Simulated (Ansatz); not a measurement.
# F₂H₂NSi radical (SMILES [NH][SiH](F)F): a rigid scan of the bond length N1–H5

One table from this session's results is given with a row withheld; the runs are named, their logs left out.

Program: Ansatz 0.2.0, Gaussian basis. Level of theory: single points in def2-TZVPP. These are calculated values, not measurements.

Levels: PBE-D4, r2SCAN-D4, PBE0-D4, B3LYP-D4, wB97M-V, Hartree-Fock, MP2, CCSD, CCSD(T). The scan takes 0.898, 0.934, 0.986, 1.047, 1.114, 1.186, 1.263, 1.344 Å.

Cores are frozen in the correlated methods. Orbitals are unrestricted. B3LYP uses VWN-RPA correlation.

20 further runs of the same task are left out: 20 set aside as unsound or not needed.

### The starting structure

The minimum, relaxed at PBE0-D4: 6 atoms, charge 0, spin multiplicity 2.

Atoms are counted from 1 here; the program's logs count them from 0.

Bond lengths: N1–Si2 1.728 Å, N1–H5 1.021 Å, Si2–F3 1.580 Å, Si2–F4 1.587 Å, Si2–H6 1.473 Å. Angles: Si2–N1–H5 116.5°, N1–Si2–F3 107.9°, N1–Si2–F4 114.0°, N1–Si2–H6 109.2°, F3–Si2–F4 106.4°, F3–Si2–H6 109.9°, F4–Si2–H6 109.3°.

Geometry (Å):

```xyz
6

N    -0.0254    1.0017   -0.9037
Si    0.1880   -0.2449    0.2730
F     1.5787   -0.9414   -0.0047
F    -0.9086   -1.3902    0.2074
H    -0.9778    1.1567   -1.2365
H     0.1872    0.3541    1.6183
```

Energies of the minimum (eV), from earlier single points: PBE-D4 -14828.56850, r2SCAN-D4 -14836.04800, PBE0-D4 -14829.44652, B3LYP-D4 -14840.42162, wB97M-V -14837.33065, CCSD(T) -14816.65251.

At the minimum the bond length N1–H5 is 1.021 Å.

The first run:

File ccsdt-tzvpp/in.yaml:

```yaml
crystal:
  periodic: [false, false, false]
  atoms:
    - {symbol: N, position_ang: [-0.025363, 1.001706, -0.903745]}
    - {symbol: Si, position_ang: [0.188042, -0.244928, 0.273027]}
    - {symbol: F, position_ang: [1.578663, -0.941446, -0.004651]}
    - {symbol: F, position_ang: [-0.908640, -1.390178, 0.207406]}
    - {symbol: H, position_ang: [-0.863281, 1.138029, -1.196512]}
    - {symbol: H, position_ang: [0.187194, 0.354087, 1.618286]}
basis:
  gaussian: {orbitals: def2-TZVPP}
magnetization: {spin_polarized: true, initial_magnetization: 1}
correlation: {method: ccsd_t}
scf: {omitted_lower_state_checks: [cluster_reference]}
```

No record of the launch command was kept for these runs.

Steps of the session up to this table: N1–H5 = 0.898 Å; N1–H5 = 0.934 Å; N1–H5 = 0.986 Å; N1–H5 = 1.047 Å; N1–H5 = 1.114 Å; N1–H5 = 1.186 Å; N1–H5 = 1.263 Å; N1–H5 = 1.344 Å.

One table of the session follows, with a row left open; its other results are not shown here.

Energies less that of the minimum at the same level (eV):

| bond length (Å) | PBE-D4 | PBE0-D4 | B3LYP-D4 | wB97M-V | Hartree-Fock |
| --- | --- | --- | --- | --- | --- |
| 0.898 | 0.462 | 0.417 | 0.416 | 0.410 | 0.339 |
| 0.934 | 0.223 | 0.190 | 0.191 | 0.186 | 0.134 |
| 0.986 | 0.040 | 0.026 | 0.027 | 0.025 | 0.003 |
| 1.021 (minimum) | 0.000 | 0.000 | 0.000 | 0.000 | 0.000 |
| 1.047 | ? | ? | ? | ? | ? |
| 1.114 | 0.120 | 0.158 | 0.151 | 0.160 | 0.222 |
| 1.186 | 0.358 | 0.428 | 0.412 | 0.431 | 0.542 |
| 1.263 | 0.691 | 0.795 | 0.769 | 0.799 | 0.964 |
| 1.344 | 1.086 | 1.227 | 1.186 | 1.232 | 1.448 |

**Question.** Estimate the row for bond length (Å) = 1.047.

**Answer.** PBE-D4: 0.005; PBE0-D4: 0.015; B3LYP-D4: 0.014; wB97M-V: 0.016; Hartree-Fock: 0.033.

Caveats from the session: A polynomial through the near points puts the CCSD(T) minimum 0.001 Å below the PBE0-D4 value. Curvature against CCSD(T): PBE-D4 -6 %, Hartree-Fock +12 %. r2SCAN-D4 follows the CCSD(T) curve best and Hartree-Fock worst. 1 further points are left out, because the reference changes its state there.
